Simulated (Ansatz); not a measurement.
# C₃H₇BSi, SMILES B[SiH](C)C#C: a geometry optimisation

Program: the Ansatz DFT code, driven from Python.

Run as a notebook:

In [1]:
```python
import itertools

import ansatz as az
from ase import Atoms
from ase.data import atomic_numbers, covalent_radii
import numpy as np
import pandas as pd
```

In [2]:
```python
atoms = Atoms(["B", "Si", "C", "C", "C", "H", "H", "H", "H", "H", "H", "H"], positions=[
    [-1.3793, -0.38, 1.3311],
    [-0.2857, -0.4554, -0.2422],
    [1.431, -0.8383, 0.2807],
    [-0.2311, 1.1418, -1.1323],
    [-0.3182, 2.1755, -1.7347],
    [-1.5448, -1.2508, 2.0341],
    [-1.9749, 0.6716, 1.5607],
    [-0.7312, -1.5017, -1.1348],
    [2.1217, -0.8906, -0.5567],
    [1.4802, -1.8062, 0.8604],
    [1.8234, -0.0351, 0.9844],
    [-0.3141, 3.1142, -2.2168],
])
mol = az.Crystal.molecule_from_ase(atoms)
```

In [3]:
```python
base = mol.calculation().basis(gaussian="6-31G*").functional("pbe0", dispersion="d4")
symbols = [site.symbol for site in mol.cartesian_sites]
start = np.array([site.position_ang for site in mol.cartesian_sites], dtype=float)
def progress(event):
    if event["event"] == "relax_step":
        row = event["data"]
        print(f"step {row['step']:3d}  E = {row['lagrangian_ev']:.6f} eV  largest force component {row['allowed_force_max_ev_ang']:.4f} eV/A")
```

In [4]:
```python
summary = base.relax(force_tolerance=0.02, max_steps=100).session().plan().execute(on_event=progress).report
end = np.array(summary["positions_ang"])
```
```text
step   1  E = -11767.370961 eV  largest force component 2.2622 eV/A
step   2  E = -11767.621745 eV  largest force component 0.8515 eV/A
step   3  E = -11767.674288 eV  largest force component 0.4182 eV/A
step   4  E = -11767.693022 eV  largest force component 0.0798 eV/A
step   5  E = -11767.693133 eV  largest force component 0.1360 eV/A
step   6  E = -11767.696379 eV  largest force component 0.0398 eV/A
step   7  E = -11767.697406 eV  largest force component 0.0391 eV/A
step   8  E = -11767.697941 eV  largest force component 0.0108 eV/A
step   9  E = -11767.694376 eV  largest force component 0.2536 eV/A
step  10  E = -11767.698225 eV  largest force component 0.0169 eV/A
step  11  E = -11767.697048 eV  largest force component 0.1794 eV/A
step  12  E = -11767.698396 eV  largest force component 0.0399 eV/A
step  13  E = -11767.698471 eV  largest force component 0.0291 eV/A
step  14  E = -11767.698566 eV  largest force component 0.0165 eV/A
step  15  E = -11767.698632 eV  largest force component 0.0111 eV/A
```

In [5]:
```python
print("reference energy %16.6f eV" % summary["reference_energy_ev"])
print("total energy     %16.6f eV" % summary["free_energy_ev"])
print("occupied orbitals outside the frozen core (up, down):", summary["n_occupied"], " frozen:", summary["n_frozen"], " virtual:", summary["n_virtual"])
```
```text
reference energy    -11767.492873 eV
total energy        -11767.698657 eV
occupied orbitals outside the frozen core (up, down): [22, 22]  frozen: 0  virtual: [71, 71]
```

In [6]:
```python
radius = [covalent_radii[atomic_numbers[s]] for s in symbols]
span = lambda where, i, j: np.linalg.norm(where[i] - where[j])
bonded = [(i, j) for i, j in itertools.combinations(range(len(symbols)), 2) if min(span(start, i, j), span(end, i, j)) < 1.2 * (radius[i] + radius[j])]
print("pair        before    after (A)")
for i, j in bonded:
    print(f"{symbols[i]}{i}-{symbols[j]}{j}".ljust(10), f"{span(start, i, j):8.4f} {span(end, i, j):8.4f}")

charges = summary["charge_distribution"]
table = pd.DataFrame({"atom": symbols, "mulliken": charges["mulliken_charges_e"], "lowdin": charges["lowdin_charges_e"]})
print(table.round(3).to_string())
print("dipole (e A):", np.round(charges["dipole_moment_e_ang"], 4) + 0.0)
with open("c3h7bsi_opt.xyz", "w") as handle:
    handle.write(f"{len(symbols)}\nrelaxed C3H7BSi\n")
    handle.writelines(f"{s:2s} {x:11.6f} {y:11.6f} {z:11.6f}\n" for s, (x, y, z) in zip(symbols, end))
```
```text
pair        before    after (A)
B0-Si1       1.9175   2.0155
B0-H5        1.1313   1.2007
B0-H6        1.2302   1.1976
Si1-C2       1.8350   1.8860
Si1-C3       1.8293   1.8344
Si1-H7       1.4457   1.4996
C2-H8        1.0868   1.0945
C2-H9        1.1293   1.0953
C2-H10       1.1377   1.0948
C3-C4        1.1996   1.2144
C4-H11       1.0553   1.0687
   atom  mulliken  lowdin
0     B    -0.093  -0.137
1    Si     0.395   0.310
2     C    -0.754  -0.515
3     C    -0.146  -0.173
4     C    -0.215  -0.162
5     H     0.013   0.045
6     H     0.026   0.049
7     H    -0.063  -0.051
8     H     0.208   0.157
9     H     0.199   0.156
10    H     0.200   0.155
11    H     0.229   0.165
dipole (e A): [0.122  0.0342 0.0709]
```

It writes `c3h7bsi_opt.xyz`:
```text
12
relaxed C3H7BSi
B    -1.504108   -0.341868    1.384209
Si   -0.251938   -0.394571   -0.194271
C     1.517271   -0.852536    0.271576
C    -0.248291    1.172930   -1.147122
C    -0.236730    2.228979   -1.746544
H    -1.421413   -1.185453    2.234579
H    -2.377580    0.469055    1.500860
H    -0.810077   -1.459520   -1.090530
H     2.143464   -0.943991   -0.621389
H     1.533757   -1.809080    0.804967
H     1.964444   -0.092394    0.920264
H    -0.231800    3.153448   -2.282698
```

Total energies depend on the basis set; only differences at equal settings carry meaning. The end point is the stationary point reached from this start; no frequency run checks that it is a minimum, and the basis set is modest. The Löwdin charges here are taken after orthogonalising the functions within each atom; they differ from plain Löwdin charges, and their signs can be unphysical. Total less reference energy is the dispersion correction. Run time: 75 s on 1 thread of Arm Neoverse V1, on a shared host, peak memory 0.31 GiB.
